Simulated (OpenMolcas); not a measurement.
# Si2H4F2 (SMILES F[SiH2][SiH2]F): a chain of runs

We compute the energy (HF/ANO-R0), then the energy (CASSCF(2,2)/ANO-R1), then the energy along one coordinate (CASPT2(2,2)/ANO-R1), then an energy scan (SC-NEVPT2(2,2)/ANO-R1), then the energy along one coordinate (MC-PDFT[tPBE](2,2)/ANO-R1) of Si2H4F2. 

Program for the calculation: OpenMolcas 26.06.

### 1 The system as given

Si2H4F2 has 8 atoms, charge 0, and is taken as a singlet. SMILES: `F[SiH2][SiH2]F`. The shape is that of a PBE0-D4/def2-TZVP optimisation. This is one conformer, not always the lowest.

Bond lengths: F1–Si2 1.605 Å, Si2–Si3 2.350 Å, Si3–F4 1.605 Å, Si2–H5 1.485 Å, Si2–H6 1.487 Å, Si3–H7 1.487 Å, Si3–H8 1.485 Å. Some angles: F1–Si2–Si3 110.4°, Si2–Si3–F4 110.4°, F1–Si2–H5 108.0°, F1–Si2–H6 108.1°, Si3–Si2–H5 111.7°, Si3–Si2–H6 109.2°, Si2–Si3–H7 109.2°, Si2–Si3–H8 111.7°, F4–Si3–H7 108.1°, F4–Si3–H8 108.0°.

### 2 A single-point energy at HF/ANO-R0 (sfX2C) (run 1)

The input, coord.xyz:

```xyz
8

F     -1.934800     1.205800    -0.274500
Si    -0.357800     1.128100     0.012400
Si     0.358600    -1.109600     0.044100
F      0.281000    -1.742000    -1.428800
H      0.340100     1.914200    -1.037000
H     -0.099800     1.743700     1.341600
H      1.774800    -1.164000     0.495400
H     -0.477100    -1.941900     0.946800
```

The input, step1.input:

```
&gateway
  coord
  coord.xyz
  basis
  ANO-R0
  group
  NoSym

&seward

&scf
  prorbitals
  0

&localisation
  occupied
  freeze
  pipek-mezey

&localisation
  fileorb
  $Project.LocOrb
  virtual
  pipek-mezey
```

Command:

```
$ export MOLCAS_MEM=1860
$ pymolcas step1.input > step1.log
```

Output:

```text
--- Start Module: gateway ---
[...]
--- Stop Module: gateway /rc=_RC_ALL_IS_WELL_ ---
[...]
      Basis functions           32
[...]
       Convergence after  11 Iterations
[...]
::    Total SCF energy                               -779.7922980501
[...]
      Total spin, S                                     0.0000000000
[...]
      Total electronic charge=   50.000000
      Total            charge=   -0.000000
[...]
      Dipole Moment (debye):
      Origin of the operator (angstrom)=   -0.3046   -0.0930   -0.2962
                   X= -5.6958E-01               Y= -1.9074E-01               Z= -6.0544E-01           Total=  8.5285E-01
      Quadrupole Moment (debye*angstrom):
[...]
--- Start Module: localisation ---
[...]
--- Stop Module: localisation /rc=_RC_ALL_IS_WELL_ ---
--- Start Module: localisation ---
[...]
--- Stop Module: localisation /rc=_RC_ALL_IS_WELL_ ---
[...]
```

It took 4.8 s on 1 thread of Intel Xeon Platinum 8259CL at 2.50GHz (Skylake/Cascade Lake), shared host; peak memory 0.38 GiB.

### 3 The energy at CASSCF(2,2)/ANO-R1 (sfX2C, RICD fitting) (run 2)

coord.xyz is that of step 2.

The input, step2.input:

```
* F2H4Si2 CASSCF
&GATEWAY
Coord=coord.xyz
Basis=ANO-R0
Group=NoSym
&SEWARD
&RASSCF
FileOrb=$CurrDir/step1.LocOrb
Alter=2
1 15 25
1 26 30
Spin=1
Nactel=2 0 0
Inactive=24
Ras2=2
OrbListing=Nothing
>>> COPY $Project.RunFile RUNFIL1
>>> COPY $Project.RasOrb INPORB
&GATEWAY
Coord=coord.xyz
Basis=ANO-R1
Group=NoSym
RICD
&SEWARD
>>> COPY $Project.RunFile RUNFIL2
&EXPBAS
&RASSCF
FileOrb=$Project.ExpOrb
Spin=1
Nactel=2 0 0
Inactive=24
Ras2=2
OrbListing=Nothing
```

Command:

```
$ export MOLCAS_MEM=1860
$ pymolcas step2.input > step2.log
```

Output:

```text
--- Start Module: gateway ---
[...]
--- Stop Module: gateway /rc=_RC_ALL_IS_WELL_ ---
[...]
      Basis functions           32
[...]
      Number of active orbitals                  2
[...]
      Spin quantum number                      0.0
[...]
      Active orbitals                            2
[...]
      Number of CSFs                             3
[...]
      Number of root(s) required                 1
[...]
      Convergence after 12 iterations
[...]
      printout of CI-coefficients larger than  0.05 for root  1
      energy=    -779.799971
      conf/sym  11     Coeff  Weight
             1  20   0.99490 0.98982
             3  02  -0.10088 0.01018
      Natural orbitals and occupation numbers for root  1
      sym 1:   1.979645   0.020355
      ************************************************************************************************************************
      *                                                    Final results                                                     *
[...]
::    RASSCF root number  1 Total energy:   -779.79997052
[...]
      Basis functions           84
[...]
--- Start Module: expbas ---
[...]
--- Stop Module: expbas /rc=_RC_ALL_IS_WELL_ ---
--- Start Module: rasscf ---
[...]
      Convergence after 11 iterations
[...]
      Natural orbitals and occupation numbers for root  1
      sym 1:   1.984580   0.015420
      ************************************************************************************************************************
      *                                                    Final results                                                     *
[...]
::    RASSCF root number  1 Total energy:   -780.65629573
[...]
      Total electronic charge=   50.000000
      Total            charge=   -0.000000
[...]
      Dipole Moment (debye):
      Origin of the operator (angstrom)=   -0.3046   -0.0930   -0.2962
                   X=  1.5409E+00               Y=  5.1674E-01               Z=  1.6393E+00           Total=  2.3084E+00
      Quadrupole Moment (debye*angstrom):
[...]
--- Stop Module: rasscf /rc=_RC_ALL_IS_WELL_ ---
[...]
```

Wall time 14 s (1 thread of Intel Xeon Platinum 8259CL at 2.50GHz (Skylake/Cascade Lake), shared host); peak memory 0.38 GiB.

### 4 An energy scan at CASPT2(2,2)/ANO-R1 (sfX2C, RICD fitting, ipea shift 0.25 Eh, pt2 variant SS) (run 3)

The input, step3.input:

```
* F2H4Si2 CASPT2
>>> COPY $CurrDir/step2.RasOrb $Project.RasOrb
>>> ForEach K in (1, 2, 3, 4, 5, 6, 7, 8, 9)
&GATEWAY
COORD = $CurrDir/point$K.xyz
BASIS = ANO-R1
GROUP = NoSym
RICD
&SEWARD
&RASSCF
FILEORB = $Project.RasOrb
SPIN = 1
NACTEL = 2 0 0
INACTIVE = 24
RAS2 = 2
ORBLISTING = Nothing
&CASPT2
IMAGINARY = 0.2
FROZEN = 12
>>> EndDo
```

Command:

```
$ export MOLCAS_MEM=1860
$ pymolcas step3.input > step3.log
```

Output:

```text
[...]
      Basis functions           84
[...]
      Number of active orbitals                  2
[...]
      Spin quantum number                      0.0
[...]
      Active orbitals                            2
[...]
      Number of CSFs                             3
[...]
      Number of root(s) required                 1
[...]
      Convergence after 14 iterations
[...]
      Natural orbitals and occupation numbers for root  1
      sym 1:   1.991624   0.008376
      ************************************************************************************************************************
      *                                                    Final results                                                     *
[...]
::    RASSCF root number  1 Total energy:   -780.63410258
[...]
::    CASPT2 Root  1     Total energy:   -781.19873427
[...]
      Convergence after 12 iterations
[...]
      Natural orbitals and occupation numbers for root  1
      sym 1:   1.984571   0.015429
      ************************************************************************************************************************
      *                                                    Final results                                                     *
[...]
      Convergence after 11 iterations
[...]
      Natural orbitals and occupation numbers for root  1
      sym 1:   1.583586   0.416414
      ************************************************************************************************************************
      *                                                    Final results                                                     *
[...]
      Convergence after 10 iterations
[...]
      Natural orbitals and occupation numbers for root  1
      sym 1:   1.285801   0.714199
      ************************************************************************************************************************
      *                                                    Final results                                                     *
[...]
      Convergence after  7 iterations
[...]
      Natural orbitals and occupation numbers for root  1
      sym 1:   1.087595   0.912405
      ************************************************************************************************************************
      *                                                    Final results                                                     *
[...]
::    RASSCF root number  1 Total energy:   -780.55296836
[...]
::    CASPT2 Root  1     Total energy:   -781.10422708
[...]
      Convergence after  5 iterations
[...]
::    RASSCF root number  1 Total energy:   -780.55272847
[...]
::    CASPT2 Root  1     Total energy:   -781.10378901
[...]
```

Run time: 88 s. Hardware: 1 thread of Intel Xeon Platinum 8259CL at 2.50GHz (Skylake/Cascade Lake), shared host; peak memory 0.088 GiB.

The scan, from its lowest point:

```
Si3–Si2 (Å)  energy (kJ/mol)
      2.115             50.7
      2.350              0.0
      2.585             14.5
      2.937             80.8
      3.407            176.6
      3.995            254.8
      4.700            289.9
      5.640            298.8
      7.049            300.0
```

### 5 The energy along one coordinate at SC-NEVPT2(2,2)/ANO-R1 (sfX2C, RICD fitting, pt2 variant SC-NEVPT2) (run 4)

The input, step4.inp:

```
>>> EXPORT MOLCAS_PRINT=2
>>> COPY $CurrDir/step2.RasOrb $Project.RasOrb
>>> ForEach K in (1, 2, 3, 4, 5, 6, 7, 8, 9)

&GATEWAY
 Coord=$CurrDir/point$K.xyz
 Basis=ANO-R1
 Group=NoSym
 RICD

&SEWARD

&RASSCF
 FileOrb=$Project.RasOrb
 Spin=1
 Nactel=2 0 0
 Inactive=24
 Ras2=2
 OrbListing=Nothing

&CASPT2
 SC-NEVPT2
 Frozen=12
>>> EndDo
```

Command:

```
$ export MOLCAS_MEM=1860
$ pymolcas step4.inp > step4.log
```

Output:

```text
[...]
      Basis functions           84
[...]
      Number of active orbitals                  2
[...]
      Spin quantum number                      0.0
[...]
      Active orbitals                            2
[...]
      Number of CSFs                             3
[...]
      Number of root(s) required                 1
[...]
      Convergence after 14 iterations
[...]
      printout of CI-coefficients larger than  0.05 for root  1
      energy=    -780.634103
      conf/sym  11     Coeff  Weight
             1  20   0.99790 0.99581
             3  02  -0.06472 0.00419
      Natural orbitals and occupation numbers for root  1
      sym 1:   1.991624   0.008376
      ************************************************************************************************************************
      *                                                    Final results                                                     *
[...]
::    RASSCF root number  1 Total energy:   -780.63410258
[...]
      E2 (Variational):          -0.5589030985
[...]
::    SC-NEVPT2 Root  1     Total energy:   -781.19299946
[...]
      Convergence after 12 iterations
[...]
      Natural orbitals and occupation numbers for root  1
      sym 1:   1.984571   0.015429
      ************************************************************************************************************************
      *                                                    Final results                                                     *
[...]
      Convergence after 11 iterations
[...]
      Natural orbitals and occupation numbers for root  1
      sym 1:   1.583586   0.416414
      ************************************************************************************************************************
      *                                                    Final results                                                     *
[...]
      Convergence after 10 iterations
[...]
      Natural orbitals and occupation numbers for root  1
      sym 1:   1.285801   0.714199
      ************************************************************************************************************************
      *                                                    Final results                                                     *
[...]
      Convergence after  7 iterations
[...]
::    RASSCF root number  1 Total energy:   -780.55296836
[...]
::    SC-NEVPT2 Root  1     Total energy:   -781.10206211
[...]
      Convergence after  5 iterations
[...]
::    RASSCF root number  1 Total energy:   -780.55272847
[...]
      E2 (Variational):          -0.5489353028
[...]
      Reference weight:           0.86953
[...]
::    SC-NEVPT2 Root  1     Total energy:   -781.10166377
[...]
```

Run time: 86 s. Hardware: 1 thread of Intel Xeon Platinum 8259CL at 2.50GHz (Skylake/Cascade Lake), shared host; peak memory 0.088 GiB.

The scan, from its lowest point:

```
Si3–Si2 (Å)  energy (kJ/mol)
      2.115             53.5
      2.350              0.0
      2.585             12.6
      2.937             77.0
      3.407            172.1
      3.995            250.1
      4.700            283.9
      5.640            292.2
      7.049            293.3
```

### 6 An energy scan at MC-PDFT[tPBE](2,2)/ANO-R1 (sfX2C, RICD fitting) (run 5)

The input, step5.input:

```
* F2H4Si2 MC-PDFT
>>> COPY $CurrDir/step2.RasOrb $Project.RasOrb
>>> ForEach K in (1, 2, 3, 4, 5, 6, 7, 8, 9)

&GATEWAY
  COORD
  $CurrDir/point$K.xyz
  BASIS
  ANO-R1
  GROUP
  NoSym
  RICD

&SEWARD

&RASSCF
  FILEORB
  $Project.RasOrb
  SPIN
  1
  NACTEL
  2 0 0
  INACTIVE
  24
  RAS2
  2
  ORBLISTING
  Nothing

&MCPDFT
  KSDFT
  T:PBE
>>> EndDo
```

Command:

```
$ export MOLCAS_MEM=1860
$ pymolcas step5.input > step5.log
```

Output:

```text
--- Start Module: gateway ---
[...]
      Basis functions           84
[...]
      Number of active orbitals                  2
[...]
      Spin quantum number                      0.0
[...]
      Active orbitals                            2
[...]
      Number of CSFs                             3
[...]
      Number of root(s) required                 1
[...]
      Convergence after 14 iterations
[...]
      printout of CI-coefficients larger than  0.05 for root  1
      energy=    -780.634103
      conf/sym  11     Coeff  Weight
             1  20   0.99790 0.99581
             3  02  -0.06472 0.00419
      Natural orbitals and occupation numbers for root  1
      sym 1:   1.991624   0.008376
      ************************************************************************************************************************
      *                                                    Final results                                                     *
[...]
::    RASSCF root number  1 Total energy:   -780.63410258
[...]
::    MCPDFT root number  1 Total energy:   -782.09878182
[...]
      Convergence after 12 iterations
[...]
      Natural orbitals and occupation numbers for root  1
      sym 1:   1.984571   0.015429
      ************************************************************************************************************************
      *                                                    Final results                                                     *
[...]
      Convergence after 11 iterations
[...]
      Natural orbitals and occupation numbers for root  1
      sym 1:   1.583586   0.416414
      ************************************************************************************************************************
      *                                                    Final results                                                     *
[...]
      Convergence after 10 iterations
[...]
      Natural orbitals and occupation numbers for root  1
      sym 1:   1.285801   0.714199
      ************************************************************************************************************************
      *                                                    Final results                                                     *
[...]
      Convergence after  7 iterations
[...]
::    RASSCF root number  1 Total energy:   -780.55296836
[...]
::    MCPDFT root number  1 Total energy:   -781.98882322
[...]
      Convergence after  5 iterations
[...]
::    RASSCF root number  1 Total energy:   -780.55272847
[...]
      Total electronic charge=   50.000000
      Total            charge=   -0.000000
[...]
::    MCPDFT root number  1 Total energy:   -781.98865027
[...]
```

Wall time 1.8 min (1 thread of Intel Xeon Platinum 8259CL at 2.50GHz (Skylake/Cascade Lake), shared host); peak memory 0.087 GiB.

The scan, from its lowest point:

```
Si3–Si2 (Å)  energy (kJ/mol)
      2.115             42.4
      2.350              0.0
      2.585             17.9
      2.937             86.9
      3.407            189.7
      3.995            280.9
      4.700            322.5
      5.640            331.1
      7.049            331.6
```

### 7 Outcome

```
                                                   quantity          value
                             run 1, HF/ANO-R0: total energy  -779.79230 Eh
                            run 1, HF/ANO-R0: dipole moment         0.85 D
                              run 1, HF/ANO-R0: HOMO energy      -11.66 eV
                              run 1, HF/ANO-R0: LUMO energy        2.22 eV
                            run 1, HF/ANO-R0: HOMO–LUMO gap       13.88 eV
                    run 2, CASSCF(2,2)/ANO-R1: total energy  -780.65630 Eh
  run 2, CASSCF(2,2)/ANO-R1: dipole moment (CASSCF density)         2.31 D
       run 3, CASPT2(2,2)/ANO-R1: lowest energy of the scan  -781.21805 Eh
    run 4, SC-NEVPT2(2,2)/ANO-R1: lowest energy of the scan  -781.21336 Eh
run 5, MC-PDFT[tPBE](2,2)/ANO-R1: lowest energy of the scan  -782.11493 Eh
```

What this shows: Mulliken charges (run 1, HF/ANO-R0) run from -0.29 on F1 to +0.43 on Si2.
